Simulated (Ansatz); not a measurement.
# TiGe4Mo: the cost of one run

Method: DFT PBE, scalar-relativistic, plane waves, PAW, in Ansatz 0.2.0.

## (1) Starting point

Symmetry: P4/mmm, No. 123, tetragonal system. The conventional cell has a = 3.339 Å, b = 3.339 Å, c = 8.497 Å, α = 90.00°, β = 90.00°, γ = 90.00°. Ti (site symmetry 4/mmm) has 10 Ge at 2.75 to 2.89 Å in its first shell of neighbours. Ge (site symmetry 4mm) has 4 Ti at 2.75 Å and 5 Ge at 2.78 to 2.83 Å and 1 Mo at 2.83 Å in its first shell of neighbours. Ge (site symmetry 4mm) has 5 Ge at 2.72 to 2.78 Å and 4 Mo at 2.72 Å and 1 Ti at 2.89 Å in its first shell of neighbours. Mo (site symmetry 4/mmm) has 10 Ge at 2.72 to 2.83 Å in its first shell of neighbours.

Structure file:

```
CELL_PARAMETERS angstrom
3.33879 0.00000 0.00000
0.00000 3.33879 0.00000
0.00000 0.00000 8.49680
ATOMIC_POSITIONS crystal
Ti 0.50000 0.50000 0.50000
Ge 0.00000 0.00000 0.66651
Ge 0.50000 0.50000 0.15992
Ge 0.00000 0.00000 0.33349
Ge 0.50000 0.50000 0.84007
Mo 0.00000 0.00000 0.00000
```

It is the end of an earlier relaxation with the same method, from a generated guess; it is a trial structure. At a tolerance of 0.05 Å it has space group P4/mmm (No. 123); it has 15.79 Å³/atom, an uncorrected energy of -0.22 eV/atom over the elements.

## (2) Electronic structure at the relaxed geometry

The input, input.yaml:

```yaml
crystal:
  lattice:
    - [3.3387941, 0.0, 0.0]
    - [0.0, 3.3387941, 0.0]
    - [0.0, 0.0, 8.4967963]
  atoms:
    - { symbol: Ti, position: [0.5, 0.5, 0.5] }
    - { symbol: Ge, position: [0.0, 0.0, 0.666509] }
    - { symbol: Ge, position: [0.5, 0.5, 0.159925] }
    - { symbol: Ge, position: [0.0, 0.0, 0.333491] }
    - { symbol: Ge, position: [0.5, 0.5, 0.840075] }
    - { symbol: Mo, position: [0.0, 0.0, 0.0] }
basis:
  ecutwfc: 420
kpoints:
  mp_grid: { grid: [12, 12, 6] }
  band_path:
    path:
      - [[0.0, 0.0, 0.0], [0.0, 0.5, 0.0], [0.5, 0.5, 0.0], [0.0, 0.0, 0.0], [0.0, 0.0, 0.5], [0.0, 0.5, 0.5], [0.5, 0.5, 0.5], [0.0, 0.0, 0.5]]
      - [[0.0, 0.5, 0.0], [0.0, 0.5, 0.5]]
      - [[0.5, 0.5, 0.0], [0.5, 0.5, 0.5]]
    npoints: 14
hamiltonian:
  xc: pbe
scf:
  occupations: { method: gaussian, width: 0.1 }
  n_extra_bands: 15
output:
  forces: true
  stress: true
  eigenvalues: true
  populations: true
  dos: { projected: true, de: 0.02, nscf_kmesh: { grid: [15, 15, 8] } }
  bader: true
```

Command:

```bash
$ ansatz run input.yaml --threads 4 --pin off --max-ram 8192MiB --backend cpu --events-out ev --progress --plain --runs-dir out
```

Q: Estimate wall time and peak memory on 4 threads of Intel Xeon Platinum 8488C (Sapphire Rapids), shared host.

About 29 s, with a peak of 0.99 GiB.
